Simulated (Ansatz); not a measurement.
Run this with the Python package of Ansatz (0.2.0) and show what comes out.

The script, `run_methods.py`:
```python
'''ClH4P2Si at several levels of theory.'''

import argparse
import logging
import sys

import ansatz as az

logging.basicConfig(stream=sys.stdout, format='[%(levelname)s] %(message)s')
logger = logging.getLogger('calc')
logger.setLevel(logging.INFO)

parser = argparse.ArgumentParser(description='ClH4P2Si at several levels of theory.')
parser.add_argument('--basis', default='cc-pVDZ', help='Gaussian basis set')
args = parser.parse_args()

GEOMETRY = '''
P     1.86630   -0.70510   -0.83470
Si    0.25940    0.05110    0.39940
P    -1.62940   -0.94300   -0.16420
Cl    0.07510    2.11710    0.11370
H     3.06820   -0.06570   -0.47710
H     0.55540   -0.22380    1.81320
H    -1.74000   -0.22780   -1.42380
H    -2.45510   -0.00270    0.57340
'''

clh4p2si = az.Crystal.molecule()
for line in GEOMETRY.strip().splitlines():
    symbol, *xyz = line.split()
    clh4p2si = clh4p2si.atom(symbol, [float(v) for v in xyz])

base = clh4p2si.calculation().basis(gaussian=args.basis).spin('collinear', total=1)

methods = ['mp2', 'ccsd', 'ccsd_t']
batch = az.Session.batch([base.correlation(m).input() for m in methods])
reports = sorted(batch.plan().execute().molecular_reports, key=lambda each: each['member'])
logger.info(f'Hartree-Fock reference {reports[0]["reference_energy_ev"] / 27.211386246:.6f} Ha')
best = reports[-1]['free_energy_ev'] - reports[-1]['reference_energy_ev']
for method, each in zip(methods, reports):
    gained = each['free_energy_ev'] - each['reference_energy_ev']
    logger.info(f'{method:8s} total {each["free_energy_ev"] / 27.211386246:.6f} Ha  correlation {gained:9.4f} eV  ({100 * gained / best:.1f} % of the last)')
```

`python run_methods.py` gives:
```text
[INFO] Hartree-Fock reference -1432.273546 Ha
[INFO] mp2      total -1432.723156 Ha  correlation  -12.2345 eV  (85.1 % of the last)
[INFO] ccsd     total -1432.787355 Ha  correlation  -13.9815 eV  (97.2 % of the last)
[INFO] ccsd_t   total -1432.802007 Ha  correlation  -14.3801 eV  (100.0 % of the last)
```

Reading the output:
- Total energies depend on the basis set; only differences at equal settings carry meaning.
- The geometry is a force-field or estimated start, not a minimum of this method, and the basis set is short of its limit. A lower total doesn't mark the better method: functionals have no common bound, and MP2 and coupled cluster aren't variational.
- The species is open-shell (spin multiplicity 2).
- Inner cores stay frozen, so this is valence correlation.
- For Al to Cl the sets with a tight d function, cc-pV(X+d)Z, are usual.
